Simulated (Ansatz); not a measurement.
# CH₄AlBSi (SMILES B[Si]1=[CH][AlH]1): single points off equilibrium

An exercise on one series of results from a longer session: the logs are not shown, and one member is left open.

Computed with Ansatz 0.2.0, Gaussian basis. Level: single points in def2-TZVPP.

Cores are frozen in the correlated methods.

**The starting structure**

SMILES `B[Si]1=[CH][AlH]1`, 8 atoms, charge 0, spin multiplicity 1.

Atoms are counted from 1 here; the program's logs count them from 0.

Bond lengths: B1–Si2 1.979 Å, B1–H5 1.212 Å, B1–H6 1.176 Å, Si2–C3 1.701 Å, Si2–Al4 2.329 Å, C3–Al4 1.826 Å, C3–H7 1.093 Å, Al4–H8 1.620 Å. Angles: Si2–B1–H5 121.0°, Si2–B1–H6 110.7°, H5–B1–H6 124.1°, B1–Si2–C3 155.6°, B1–Si2–Al4 151.5°, C3–Si2–Al4 51.0°, Si2–C3–Al4 82.6°, Si2–C3–H7 132.0°, Al4–C3–H7 145.0°, Si2–Al4–C3 46.4°, Si2–Al4–H8 151.4°, C3–Al4–H8 162.2°.

Coordinates:

```mol
CH4AlBSi
  3D, bonds by distance, orders not assigned

  8  8  0  0  0  0  0  0  0  0999 V2000
   -0.4834    2.0942   -0.2828 B   0  0
    0.1909    0.2507   -0.0332 Si  0  0
    1.0357   -0.9961    0.7567 C   0  0
    0.0067   -2.0536   -0.3196 Al  0  0
   -1.6731    2.3239   -0.3206 H   0  0
    0.3348    2.7710   -0.7887 H   0  0
    1.7433   -0.9860    1.5898 H   0  0
   -0.6652   -3.3501   -1.0218 H   0  0
  1  2  8  0
  1  5  8  0
  1  6  8  0
  2  3  8  0
  2  4  8  0
  3  4  8  0
  3  7  8  0
  4  8  8  0
M  END
```

The first run:

Input file run/in.yaml:

```yaml
crystal:
  periodic: [false, false, false]
  atoms:
    - {symbol: B, position_ang: [-0.483383, 2.094163, -0.282846]}
    - {symbol: Si, position_ang: [0.190858, 0.250663, -0.033187]}
    - {symbol: C, position_ang: [1.035668, -0.996143, 0.756652]}
    - {symbol: Al, position_ang: [0.006677, -2.053580, -0.319630]}
    - {symbol: H, position_ang: [-1.673084, 2.323941, -0.320589]}
    - {symbol: H, position_ang: [0.334785, 2.770966, -0.788669]}
    - {symbol: H, position_ang: [1.743264, -0.986019, 1.589759]}
    - {symbol: H, position_ang: [-0.665171, -3.350112, -1.021769]}
basis:
  gaussian: {orbitals: def2-TZVPP}
hamiltonian: {xc: pbe, dispersion: d4}
output: {forces: true}
```

Started as:

```console
$ ansatz run in.yaml --threads 2 --pin off --events-out ev --progress --plain --max-ram 3481MiB
```

Steps of the session up to this table: PBE-D4/def2-TZVPP; r2SCAN-D4/def2-TZVPP; PBE0-D4/def2-TZVPP; wB97M-V/def2-TZVPP; CCSD(T)/def2-TZVPP.

One table of the session follows, with a row left open; its other results are not shown here.

| method | RMS force component (eV/Å) | angle to CCSD(T) forces (°) | dipole (D) |
| --- | --- | --- | --- |
| PBE-D4 | 0.873 | 9.8 | 1.38 |
| r2SCAN-D4 | 0.837 | 5.9 | 1.22 |
| PBE0-D4 | ? | ? | ? |
| wB97M-V | 0.802 | 7.8 | 0.89 |
| CCSD(T) | 0.948 | reference | 1.15 |

Estimate the missing values for PBE0-D4.

As computed: RMS force component (eV/Å): 0.811; angle to CCSD(T) forces (°): 6.2; dipole (D): 1.07. In the column «RMS force component (eV/Å)» it lies between wB97M-V (0.802) and r2SCAN-D4 (0.837).

To keep in mind: CCSD(T) in triple zeta still lacks some correlation energy of the bonds, so part of these gaps is its own basis error and they don't rank the functionals.
